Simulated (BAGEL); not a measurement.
# B2HCl2F (SMILES FBB(Cl)Cl) at HF/6-31G(d) (density fitting with qzvpp-jkfit, spherical functions)

What is the vertical ionisation energy of B2HCl2F at HF/6-31G* (density fitting with qzvpp-jkfit, spherical functions)? 

The calculation is run with BAGEL 1.2.2.

4 further runs of the same task are left out: 4 set aside as unsound or not needed.

## Step 1: Starting point

B2HCl2F has 6 atoms, charge 0, and is taken as a singlet. As SMILES, `FBB(Cl)Cl`. Geometry: relaxed at GFN2-xTB.

Bond lengths: F1–B2 1.314 Å, B2–B3 1.695 Å, B3–Cl4 1.724 Å, B3–Cl5 1.724 Å, B2–H6 1.181 Å. Angles: F1–B2–B3 122.3°, B2–B3–Cl4 122.0°, B2–B3–Cl5 121.6°, Cl4–B3–Cl5 116.3°, F1–B2–H6 114.0°, B3–B2–H6 123.7°.

## Step 2: A single-point energy at HF/6-31G(d) (density fitting with qzvpp-jkfit, spherical functions)

input.json

```json
{ "bagel": [

{
  "title": "molecule",
  "basis": "6-31gs.json",
  "df_basis": "qzvpp-jkfit",
  "angstrom": "true",
  "geometry": [
    { "atom": "F", "xyz": [      -0.003710,       1.850050,       0.666500 ] },
    { "atom": "B", "xyz": [      -0.453450,       0.626060,       0.505720 ] },
    { "atom": "B", "xyz": [       0.373230,      -0.529660,      -0.418160 ] },
    { "atom": "Cl", "xyz": [       1.522060,      -1.606860,       0.283200 ] },
    { "atom": "Cl", "xyz": [       0.038190,      -0.754350,      -2.094100 ] },
    { "atom": "H", "xyz": [      -1.476320,       0.414750,       1.056840 ] }
  ]
},

{
  "title": "hf"
},

{
  "title": "print",
  "file": "orbitals.molden",
  "orbitals": "true"
}

]}
```

The basis set 6-31G* is read from a file made from the Basis Set Exchange's data (not shown).

Started as:

```bash
$ BAGEL_NUM_THREADS=1 BAGEL input.json > input.out
```

Standard output:

```text
* using 1 threads per process

  ===============================================================
  ===============================================================

  *** Geometry ***

  { "atom" : "F", "xyz" : [     -0.007011,      3.496088,      1.259502 ] },
  { "atom" : "B", "xyz" : [     -0.856896,      1.183082,      0.955672 ] },
  { "atom" : "B", "xyz" : [      0.705302,     -1.000912,     -0.790208 ] },
  { "atom" : "Cl", "xyz" : [      2.876277,     -3.036525,      0.535170 ] },
  { "atom" : "Cl", "xyz" : [      0.072169,     -1.425515,     -3.957275 ] },
  { "atom" : "H", "xyz" : [     -2.789840,      0.783764,      1.997138 ] },

  Number of auxiliary basis functions:      501

  Since a DF basis is specified, we compute 2- and 3-index integrals:
    o Being stored without compression. Storage requirement is 0.026 GB

  Number of basis functions:       80
  Number of electrons      :       54

    * METHOD: MOLECULE                             0.24

  *** RHF ***

  === Nuclear Repulsion ===
   222.5299539424

      * DIIS with orbital gradients will be used.

  === RHF iteration (6-31gs.json) ===
      0      -1068.33416395          0.01535126           0.09
      1      -1068.42481829          0.00978598           0.08
      2      -1068.46393224          0.00136153           0.08
      3      -1068.46556040          0.00019047           0.08
      4      -1068.46560656          0.00007370           0.08
      5      -1068.46561350          0.00002501           0.08
      6      -1068.46561433          0.00000904           0.08
      7      -1068.46561445          0.00000282           0.08
      8      -1068.46561446          0.00000104           0.08
      9      -1068.46561446          0.00000043           0.08
     10      -1068.46561446          0.00000017           0.08
     11      -1068.46561446          0.00000005           0.08
     12      -1068.46561446          0.00000002           0.08
     13      -1068.46561446          0.00000001           0.08
    * SCF iteration converged.

    * Permanent dipole moment:
           (    0.250367,     0.035151,    -0.144772) a.u.

    * METHOD: HF                                   1.31

    * METHOD: PRINT                                0.01

  ===============================================================
```

It took 1.8 s on 1 thread of Arm Neoverse V2, shared host; peak memory 0.12 GiB.

## Step 3: The doublet cation at the same level

job.json

```json
{ "bagel" : [

{
  "title" : "molecule",
  "basis" : "6-31gs.json",
  "df_basis" : "qzvpp-jkfit",
  "angstrom" : true,
  "geometry" : [
    { "atom" : "F", "xyz" : [   -0.003710,    1.850050,    0.666500 ] },
    { "atom" : "B", "xyz" : [   -0.453450,    0.626060,    0.505720 ] },
    { "atom" : "B", "xyz" : [    0.373230,   -0.529660,   -0.418160 ] },
    { "atom" : "Cl", "xyz" : [    1.522060,   -1.606860,    0.283200 ] },
    { "atom" : "Cl", "xyz" : [    0.038190,   -0.754350,   -2.094100 ] },
    { "atom" : "H", "xyz" : [   -1.476320,    0.414750,    1.056840 ] }
  ]
},
{ "title" : "uhf", "charge" : 1, "nopen" : 1 },
{ "title" : "print", "file" : "orbitals.molden", "orbitals" : true }

]}
```

The basis set 6-31G* is read from a file made from the Basis Set Exchange's data (not shown).

Started as:

```bash
$ BAGEL_NUM_THREADS=1 BAGEL job.json > job.out
```

Standard output:

```text
* using 1 threads per process

  ===============================================================
  ===============================================================

  *** Geometry ***

  { "atom" : "F", "xyz" : [     -0.007011,      3.496088,      1.259502 ] },
  { "atom" : "B", "xyz" : [     -0.856896,      1.183082,      0.955672 ] },
  { "atom" : "B", "xyz" : [      0.705302,     -1.000912,     -0.790208 ] },
  { "atom" : "Cl", "xyz" : [      2.876277,     -3.036525,      0.535170 ] },
  { "atom" : "Cl", "xyz" : [      0.072169,     -1.425515,     -3.957275 ] },
  { "atom" : "H", "xyz" : [     -2.789840,      0.783764,      1.997138 ] },

  Number of auxiliary basis functions:      501

  Since a DF basis is specified, we compute 2- and 3-index integrals:
    o Being stored without compression. Storage requirement is 0.026 GB

  Number of basis functions:       80
  Number of electrons      :       54

    * METHOD: MOLECULE                             0.24

  *** Open-shell HF ***

  === Nuclear Repulsion ===
   222.5299539424

      * DIIS with orbital gradients will be used.

  === UHF iteration (6-31gs.json) ===
      0      -1067.88355088          0.03611187           0.16
      1      -1067.98589878          0.02752250           0.16
      2      -1068.02876199          0.01895757           0.16
      3      -1068.06670577          0.00117340           0.16
      4      -1068.06743519          0.00048786           0.16
      5      -1068.06756789          0.00026827           0.16
      6      -1068.06763110          0.00013593           0.16
      7      -1068.06765500          0.00006561           0.16
      8      -1068.06766336          0.00004048           0.16
      9      -1068.06766789          0.00002121           0.16
     10      -1068.06766897          0.00001079           0.16
     11      -1068.06766926          0.00000577           0.16
     12      -1068.06766934          0.00000233           0.16
     13      -1068.06766936          0.00000118           0.16
     14      -1068.06766936          0.00000060           0.16
     15      -1068.06766936          0.00000036           0.16
     16      -1068.06766936          0.00000021           0.16
     17      -1068.06766936          0.00000012           0.16
     18      -1068.06766936          0.00000009           0.16
     19      -1068.06766936          0.00000005           0.16
     20      -1068.06766936          0.00000004           0.16
     21      -1068.06766936          0.00000003           0.16
     22      -1068.06766936          0.00000002           0.16
     23      -1068.06766936          0.00000001           0.16
     24      -1068.06766936          0.00000001           0.16
    * SCF iteration converged.

    * S^2 (UHF) is 0.7721

    * Permanent dipole moment:
           (    0.826306,    -0.149659,    -0.565337) a.u.

    * METHOD: UHF                                  4.16

    * METHOD: PRINT                                0.01

  ===============================================================
```

Run time: 4.8 s. Hardware: 1 thread of Arm Neoverse V2, shared host; peak memory 0.12 GiB.

## Step 4: Results

At HF/6-31G* (density fitting with qzvpp-jkfit, spherical functions):

| quantity | value |
| --- | --- |
| singlet B2HCl2F: total energy | -1068.46561 Eh |
| singlet B2HCl2F: dipole moment | 0.74 D |
| singlet B2HCl2F: HOMO energy | -11.79 eV |
| singlet B2HCl2F: LUMO energy | 2.00 eV |
| singlet B2HCl2F: HOMO–LUMO gap | 13.79 eV |
| doublet cation: total energy | -1068.06767 Eh |
| doublet cation: ⟨S²⟩ | 0.772 |
| vertical ionisation energy (to the doublet cation) | 10.829 eV |

The vertical ionisation energy comes to 10.83 eV (1045 kJ/mol). −ε(HOMO) before ionisation, 11.79 eV, is 0.96 eV above this ionisation energy.
